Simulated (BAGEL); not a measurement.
**C2H5AlO (SMILES [CH3][Al]1[CH2][O]1), step by step**

We compute the energy (HF/6-31G*), then the energy (NEVPT2(2,2)/6-31G*), then a single-point energy (CASPT2(2,2)/6-31G*) of C2H5AlO. 

Program for the calculation: BAGEL 1.2.2.

1 further run of the same task is left out (set aside as unsound or not needed).

### 1 The molecule

C2H5AlO: 9 atoms, total charge 0, spin state singlet. As SMILES, `[CH3][Al]1[CH2][O]1`. The C3–H9 distance was set to 2.073 Å, away from the relaxed value. At this shape a bond of the SMILES string is far longer than usual.

Bond lengths: C1–Al2 1.934 Å, Al2–C3 1.883 Å, Al2–O4 1.707 Å, C3–O4 1.488 Å, C1–H5 1.093 Å, C1–H6 1.091 Å, C1–H7 1.094 Å, C3–H8 1.091 Å. Some angles: C1–Al2–C3 171.7°, C1–Al2–O4 139.6°, C3–Al2–O4 48.7°, Al2–C3–O4 59.5°, Al2–O4–C3 71.8°, Al2–C1–H5 110.3°, Al2–C1–H6 112.2°, Al2–C1–H7 110.1°, Al2–C3–H8 123.8°, O4–C3–H8 112.4°.

### 2 A single-point energy at HF/6-31G(d) (density fitting with svp-jkfit, spherical functions) (run 1)

Input file job.json:

```json
{ "bagel" : [

{
  "title" : "molecule",
  "basis" : "6-31gs.json",
  "df_basis" : "svp-jkfit",
  "angstrom" : false,
  "geometry" : [
    { "atom" : "C", "xyz" : [    -2.92520533,     2.35399404,    -2.86605502 ] },
    { "atom" : "Al", "xyz" : [    -1.56044513,    -0.28576438,    -0.73879032 ] },
    { "atom" : "C", "xyz" : [    -0.37483096,    -2.56004978,     1.72749125 ] },
    { "atom" : "O", "xyz" : [    -0.16582725,    -3.18233659,    -1.00732040 ] },
    { "atom" : "H", "xyz" : [    -1.58236595,     2.83549626,    -4.36007249 ] },
    { "atom" : "H", "xyz" : [    -3.35851953,     4.06570796,    -1.80024948 ] },
    { "atom" : "H", "xyz" : [    -4.66432029,     1.70506209,    -3.77425739 ] },
    { "atom" : "H", "xyz" : [    -1.58463362,    -3.88342498,     2.74491979 ] },
    { "atom" : "H", "xyz" : [     3.12409523,    -2.26275806,     3.46349004 ] }
  ]
},

{ "title" : "hf" },

{ "title" : "print", "file" : "orbitals.molden", "orbitals" : true }

]}
```

The basis set 6-31G* is read from a file made from the Basis Set Exchange's data (not shown).

Run with:

```bash
$ BAGEL_NUM_THREADS=1 BAGEL job.json > job.out
```

Output:

```text
* using 1 threads per process

  ===============================================================
  ===============================================================

  *** Geometry ***

  { "atom" : "C", "xyz" : [     -2.925205,      2.353994,     -2.866055 ] },
  { "atom" : "Al", "xyz" : [     -1.560445,     -0.285764,     -0.738790 ] },
  { "atom" : "C", "xyz" : [     -0.374831,     -2.560050,      1.727491 ] },
  { "atom" : "O", "xyz" : [     -0.165827,     -3.182337,     -1.007320 ] },
  { "atom" : "H", "xyz" : [     -1.582366,      2.835496,     -4.360072 ] },
  { "atom" : "H", "xyz" : [     -3.358520,      4.065708,     -1.800249 ] },
  { "atom" : "H", "xyz" : [     -4.664320,      1.705062,     -3.774257 ] },
  { "atom" : "H", "xyz" : [     -1.584634,     -3.883425,      2.744920 ] },
  { "atom" : "H", "xyz" : [      3.124095,     -2.262758,      3.463490 ] },

  Number of auxiliary basis functions:      445

  Since a DF basis is specified, we compute 2- and 3-index integrals:
    o Being stored without compression. Storage requirement is 0.017 GB

  Number of basis functions:       70
  Number of electrons      :       38

    * METHOD: MOLECULE                             0.18

  *** RHF ***

  === Nuclear Repulsion ===
   142.7186926433

      * DIIS with orbital gradients will be used.

  === RHF iteration (6-31gs.json) ===
      0       -394.93014329          0.02541588           0.04
      1       -395.01842925          0.02388166           0.04
      2       -395.21375711          0.00260379           0.04
      3       -395.21770360          0.00113974           0.04
      4       -395.21845596          0.00033911           0.04
      5       -395.21857220          0.00015861           0.04
      6       -395.21859475          0.00007499           0.04
      7       -395.21860256          0.00001638           0.04
      8       -395.21860299          0.00000597           0.04
      9       -395.21860305          0.00000264           0.04
     10       -395.21860306          0.00000152           0.04
     11       -395.21860306          0.00000053           0.04
     12       -395.21860306          0.00000021           0.04
     13       -395.21860306          0.00000010           0.04
     14       -395.21860306          0.00000004           0.04
     15       -395.21860306          0.00000002           0.04
     16       -395.21860306          0.00000001           0.04
    * SCF iteration converged.

    * Permanent dipole moment:
           (    1.520819,    -1.404209,     0.597338) a.u.

    * METHOD: HF                                   0.85

    * METHOD: PRINT                                0.01

  ===============================================================
```

Run time: 1.2 s. Hardware: 1 thread of Arm Neoverse V2, shared host.

### 3 A single-point energy at NEVPT2(2,2)/6-31G(d) (density fitting with svp-jkfit, spherical functions) (run 2)

Input file input.json:

```json
{ "bagel": [

{
  "title": "molecule",
  "basis": "6-31gs.json",
  "df_basis": "svp-jkfit",
  "geometry": [
    { "atom": "C", "xyz": [    -2.92520533,     2.35399404,    -2.86605502 ] },
    { "atom": "Al", "xyz": [    -1.56044513,    -0.28576438,    -0.73879032 ] },
    { "atom": "C", "xyz": [    -0.37483096,    -2.56004978,     1.72749125 ] },
    { "atom": "O", "xyz": [    -0.16582725,    -3.18233659,    -1.00732040 ] },
    { "atom": "H", "xyz": [    -1.58236595,     2.83549626,    -4.36007249 ] },
    { "atom": "H", "xyz": [    -3.35851953,     4.06570796,    -1.80024948 ] },
    { "atom": "H", "xyz": [    -4.66432029,     1.70506209,    -3.77425739 ] },
    { "atom": "H", "xyz": [    -1.58463362,    -3.88342498,     2.74491979 ] },
    { "atom": "H", "xyz": [     3.12409523,    -2.26275806,     3.46349004 ] }
  ]
},

{
  "title": "hf"
},

{
  "title": "nevpt2",
  "nstate": 1,
  "nact": 2,
  "nclosed": 18,
  "active": [19, 23],
  "maxiter": 200,
  "natocc": true,
  "ncore": 8
},

{
  "title": "print",
  "file": "orbitals.molden",
  "orbitals": true
}

]}
```

The basis set 6-31G* is read from a file made from the Basis Set Exchange's data (not shown).

Run with:

```bash
$ BAGEL_NUM_THREADS=1 BAGEL input.json > input.out
```

Output:

```text
* using 1 threads per process

  ===============================================================
  ===============================================================

  *** Geometry ***

  { "atom" : "C", "xyz" : [     -2.925205,      2.353994,     -2.866055 ] },
  { "atom" : "Al", "xyz" : [     -1.560445,     -0.285764,     -0.738790 ] },
  { "atom" : "C", "xyz" : [     -0.374831,     -2.560050,      1.727491 ] },
[... 5 lines of this table left out ...]
  { "atom" : "H", "xyz" : [      3.124095,     -2.262758,      3.463490 ] },

  Number of auxiliary basis functions:      445

  Since a DF basis is specified, we compute 2- and 3-index integrals:
    o Being stored without compression. Storage requirement is 0.017 GB

  Number of basis functions:       70
  Number of electrons      :       38

    * METHOD: MOLECULE                             0.18

  *** RHF ***

  === Nuclear Repulsion ===
   142.7186926433

      * DIIS with orbital gradients will be used.

  === RHF iteration (6-31gs.json) ===
      0       -394.93014329          0.02541588           0.04
      1       -395.01842925          0.02388166           0.04
      2       -395.21375711          0.00260379           0.04
[... 13 lines of this table left out ...]
     16       -395.21860306          0.00000001           0.04
    * SCF iteration converged.

    * Permanent dipole moment:
           (    1.520819,    -1.404209,     0.597338) a.u.

    * METHOD: HF                                   0.85

    * freezing 8 orbitals
  ---------------------------
      CASSCF calculation
  ---------------------------

    ==== Active orbitals : =====
         Orbital 19
         Orbital 23
    ============================

    * nstate   :      1
    * nclosed  :     18
    * nact     :      2
    * nvirt    :     50
  === CASSCF iteration (6-31gs.json) ===

    * Using the second-order algorithm

      0  0      -395.22161465     7.16e-04      0.02

      1  0      -395.26202074     4.06e-03      0.21
[... 21 lines of this table left out ...]
     12  0      -395.27524065     6.63e-09      0.20

    * Second-order optimization converged. *

     guess   0:   closed 1.                   open ..

  === FCI iteration ===

      0  0      -395.21283389     8.43e-02      0.00
      1  0      -395.27335418     1.37e-02      0.00
      2  0 *    -395.27524065     2.24e-16      0.00

     * ci vector, state   0, <S^2> = 0.0000
       2.     0.9373631556
       .2    -0.3483537203

  === DF-NEVPT2 calculation ===

    * 3-index integral transformation done
    * assembly done

      NEVPT2 correlation energy:   -0.4758547971      0.09

          (+0)     -0.4176143533
          (+0)'    -0.0119732502
          (+1)     -0.0179833396
          (+1)'    -0.0000000000
          (+2)     -0.0005160793
          (-1)     -0.0267715919
          (-1)'     0.0000000000
          (-2)     -0.0009961828

      NEVPT2 total energy:       -395.7510954455

    * METHOD: NEVPT2                               3.16

    * METHOD: PRINT                                0.01

  ===============================================================
```

It took 4.5 s on 1 thread of Arm Neoverse V2, shared host.

### 4 The energy at CASPT2(2,2)/6-31G(d) (density fitting with svp-jkfit, spherical functions) (run 3)

Edit input.json of step 3 so:

```diff
@@ -24,3 +24,3 @@
 {
-  "title": "nevpt2",
+  "title": "casscf",
   "nstate": 1,
@@ -30,4 +30,3 @@
   "maxiter": 200,
-  "natocc": true,
-  "ncore": 8
+  "natocc": true
 },
@@ -38,2 +37,13 @@
   "orbitals": true
+},
+
+{
+  "title": "smith",
+  "method": "caspt2",
+  "ms": true,
+  "xms": true,
+  "sssr": true,
+  "shift": 0.2,
+  "shift_imag": true,
+  "ncore": 8
 }
```

The basis set 6-31G* is read from a file made from the Basis Set Exchange's data (not shown).

Run with:

```bash
$ BAGEL_NUM_THREADS=1 BAGEL input.json > input.out
```

Output:

```text
* using 1 threads per process

  ===============================================================
  ===============================================================

  *** Geometry ***

  { "atom" : "C", "xyz" : [     -2.925205,      2.353994,     -2.866055 ] },
  { "atom" : "Al", "xyz" : [     -1.560445,     -0.285764,     -0.738790 ] },
  { "atom" : "C", "xyz" : [     -0.374831,     -2.560050,      1.727491 ] },
[... 5 lines of this table left out ...]
  { "atom" : "H", "xyz" : [      3.124095,     -2.262758,      3.463490 ] },

  Number of auxiliary basis functions:      445

  Since a DF basis is specified, we compute 2- and 3-index integrals:
    o Being stored without compression. Storage requirement is 0.017 GB

  Number of basis functions:       70
  Number of electrons      :       38

    * METHOD: MOLECULE                             0.18

  *** RHF ***

  === Nuclear Repulsion ===
   142.7186926433

      * DIIS with orbital gradients will be used.

[... 6 lines left out ...]
    * SCF iteration converged.
[... 1 line left out ...]
    * Permanent dipole moment:
[... 27 lines left out ...]
    * Second-order optimization converged. *
[... 9 lines left out ...]
     * ci vector, state   0, <S^2> = 0.0000
[... 16 lines left out ...]
    * Zeroth order energy : state  0       -0.5064472319

    * CASPT2 iteration is performed using orthogonal basis

      -------------------------------------------  CASPT2 iteration  ---------------------------------------------------
       #      aibj      arbs      arbi      airj      risj      airs      arst      rist         Etot      error   time
      ------------------------------------------------------------------------------------------------------------------

       0  -0.41603  -0.00126  -0.02828  -0.01959  -0.00081  -0.01145  -0.00000  -0.00000   -0.4774208  0.0010099   0.04
       1  -0.41610  -0.00127  -0.02834  -0.01971  -0.00084  -0.01161  -0.00000  -0.00000   -0.4778749  0.0001503   0.03
       2  -0.41611  -0.00127  -0.02833  -0.01972  -0.00084  -0.01161  -0.00000  -0.00000   -0.4778861  0.0000256   0.03
       3  -0.41611  -0.00127  -0.02833  -0.01972  -0.00084  -0.01161  -0.00000  -0.00000   -0.4778864  0.0000043   0.04
       4  -0.41611  -0.00127  -0.02833  -0.01972  -0.00084  -0.01161   0.00000  -0.00000   -0.4778864  0.0000006   0.04

      ------------------------------------------------------------------------------------------------------------------

    * CASPT2 energy : state  0     -395.7561646915
        w/o shift correction       -395.7531270266
        reference weight              0.8533464940

    * METHOD: SMITH                                0.31

  ===============================================================
```

Wall time 4.5 s (1 thread of Arm Neoverse V2, shared host).

### 5 What came out

```
                               quantity          value
         run 1, HF/6-31G*: total energy  -395.21860 Eh
        run 1, HF/6-31G*: dipole moment         5.48 D
          run 1, HF/6-31G*: HOMO energy       -8.32 eV
          run 1, HF/6-31G*: LUMO energy        1.54 eV
        run 1, HF/6-31G*: HOMO–LUMO gap        9.86 eV
run 2, NEVPT2(2,2)/6-31G*: total energy  -395.75110 Eh
run 3, CASPT2(2,2)/6-31G*: total energy  -395.75616 Eh
```
